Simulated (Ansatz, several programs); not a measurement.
Energy against volume for LaLuAs2 as one 4-atom ordering (P4/mmm) on the rocksalt lattice, at fixed shape and fractional coordinates, computed by several methods (PBE and r2SCAN, where shown, with plane waves in Ansatz); the cell shown is that of r2SCAN. With free coordinates or axes held, a curve is too stiff, and on another method's shape its minimum isn't the method's own volume. It is tetragonal, P4/mmm (No. 123); conventional cell a = 4.223 Å, c = 5.952 Å, 26.54 Å³ an atom. Around La lie 6 As at 2.98–2.99 Å; around As lie 2 La at 2.98 Å and 4 Lu at 2.99 Å; around Lu lie 6 As at 2.98–2.99 Å; around As lie 2 Lu at 2.98 Å and 4 La at 2.99 Å. No spin polarisation. The prototype was imposed, so other structures may be more stable. Energies count from each curve's lowest point; fits are third-order Birch-Murnaghan.

Space group P4/mmm (No. 123). a = 4.223 Å, b = 4.223 Å, c = 5.952 Å, α = 90.00°, β = 90.00°, γ = 90.00°
```json
{"atom": "La", "site": "1a", "symmetry": "4/mmm", "x": "0.0000", "y": "0.0000", "z": "0.0000"}
{"atom": "As", "site": "1b", "symmetry": "4/mmm", "x": "0.0000", "y": "0.0000", "z": "0.5000"}
{"atom": "Lu", "site": "1d", "symmetry": "4/mmm", "x": "0.5000", "y": "0.5000", "z": "0.5000"}
{"atom": "As", "site": "1c", "symmetry": "4/mmm", "x": "0.5000", "y": "0.5000", "z": "0.0000"}
```

PBE, on the shape of its own relaxed cell:
```csv
V (Å³/atom),E (meV/atom)
25.023,22.87
25.822,5.36
26.620,0.00
27.419,5.02
28.218,18.98
```
V₀ = 26.61 Å³ an atom and B₀ = 70 GPa.

r2SCAN, on the shape of its own relaxed cell:
```tsv
V (Å³/atom)	E (meV/atom)
24.948	24.88
25.744	5.96
26.540	0.00
27.337	5.40
28.133	20.50
```
V₀ = 26.54 Å³ an atom and B₀ = 75 GPa.

light PBE (260 eV and a coarse mesh), on the shape of the cell shown:
```tsv
V (Å³/atom)	E (meV/atom)
24.417	72.96
25.479	48.71
26.540	31.52
27.602	0.00
28.664	64.48
29.725	93.20
```
The points scatter about the fit by more than 0.3 meV an atom, since at so low a cutoff the number of plane waves jumps with the volume, so no fit is quoted.
